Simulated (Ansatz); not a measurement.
# SnO2: a line through an energy map

How does the energy of SnO₂ (P6_3/mmc, No. 194; 6 atoms in the cell) vary with c/a of the conventional cell at fixed volume, at shift of O3 along [0 0 1] = −0.166 Å?

Method: DFT LDA+D3(BJ), scalar-relativistic, plane waves, PAW, in Ansatz 0.2.0.

17 further runs of the same task are left out: 17 set aside as unsound or not needed.

## (1) The structure to begin with

The structure is hexagonal, space group P6_3/mmc (No. 194). The conventional cell has a = 3.155 Å, b = 3.155 Å, c = 9.651 Å, α = 90.00°, β = 90.00°, γ = 120.00°. Around Sn (site symmetry -3m) lie 6 O at 2.07 Å. O (site symmetry 3m) has 3 Sn at 2.07 Å as nearest neighbours.

As a file:

```cif
data_structure
_symmetry_space_group_name_H-M 'P6_3/mmc'
_symmetry_Int_Tables_number 194
_cell_length_a 3.1549
_cell_length_b 3.1549
_cell_length_c 9.6507
_cell_angle_alpha 90.000
_cell_angle_beta 90.000
_cell_angle_gamma 120.000
_cell_volume 83.19
loop_
_atom_site_label
_atom_site_type_symbol
_atom_site_symmetry_multiplicity
_atom_site_Wyckoff_symbol
_atom_site_fract_x
_atom_site_fract_y
_atom_site_fract_z
_atom_site_occupancy
Sn1 Sn 2 a 0.00000 0.00000 0.50000 1
O1 O 4 f 0.66667 0.33333 0.39709 1
```

It goes back to an entry of the Materials Project, which need not be the stable form.

It is the result of an earlier relaxation at this level (volume 13.87 Å³/atom; gap on the mesh: 2.02 eV).

## (2) What is varied

Atoms count from 1 in the order of the input.

The energy is mapped over a free internal coordinate and the cell.

- shift of O3 along [0 0 1], its symmetry partners moved as symmetry demands (measured in the relaxed cell): 7 values from −0.249 to 0.249 Å
- c/a of the conventional cell at fixed volume: 7 values from 2.814 to 3.304

Nothing else is relaxed (all other coordinates fixed). Energies count from the relaxed crystal. Points are written as (first, second).

## (3) The run at (−0.166 Å, 2.814)

File input.yaml:

```yaml
crystal:
  lattice:
    - [3.2438604321, 0.0, 0.0]
    - [-1.6219302161, 2.8092655405, 0.0]
    - [0.0, 0.0, 9.1288720279]
  atoms:
    - { symbol: Sn, position: [0.0, 0.0, 0.5] }
    - { symbol: Sn, position: [0.0, 0.0, 0.0] }
    - { symbol: O, position: [0.6666666667, 0.3333333333, 0.3798874186] }
    - { symbol: O, position: [0.6666666667, 0.3333333333, 0.1201125814] }
    - { symbol: O, position: [0.3333333333, 0.6666666667, 0.6201125814] }
    - { symbol: O, position: [0.3333333333, 0.6666666667, 0.8798874186] }
basis:
  ecutwfc: 520.0
kpoints:
  mp_grid: { grid: [12, 12, 4] }
hamiltonian:
  xc: lda
  pseudopotentials: { kind: paw }
  dispersion: d3bj
scf:
  occupations: { method: gaussian, width: 0.05 }
output:
  forces: true
  stress: true
  eigenvalues: true
```

Launch:

```
$ ansatz run input.yaml --threads 1 --pin off --max-ram 2048MiB --backend cpu --events-out ev --progress --plain --runs-dir out
```

Further runs follow: the other points of the line.

Before running it: what results should come out? Wanted: for each run, c/a of the conventional cell at fixed volume; energy; slope; pressure; largest force on an atom.

The runs gave:

```
c/a of the conventional cell at fixed volume  step  energy (meV/atom)  slope (meV/atom per unit)  pressure (GPa)  band gap on the k-mesh (eV)  largest force on an atom (eV/Å)
                                       2.814     3                151                       −241          −14.69                         0.56                             2.30
                                       2.896     4                136                       −117          −14.02                         0.83                             2.30
                                       2.977     5                131                         −4          −13.26                         1.07                             2.33
                                       3.059     –                135                        101          −12.44                         1.30                             2.39
                                       3.140     –                148                        198          −11.56                         1.49                             2.46
                                       3.222     6                168                        288          −10.64                         1.66                             2.55
                                       3.304     7                195                        371           −9.70                         1.81                             2.65
```

Energies count from the relaxed crystal. Rows without a step come from runs not printed here or follow by symmetry. Slopes come from the forces (and the stress, where the cell changes), not from differences of energies.

In words: Along the line the energy is lowest at 2.977, 131 meV/atom from the zero. A fit to energies and slopes at the lowest point and its two neighbours puts the minimum at 2.9802, with a curvature of about 1300 meV/atom per (unit)². The highest point computed, at 3.304, lies 63 meV/atom above the lowest. This is one cut through a surface in two coordinates; the map's lowest point lies off it. The gap on the mesh closes on part of the grid.

These are semilocal Kohn-Sham gaps, which aren't the measured quantity. Such gaps usually fall short of the measured ones.
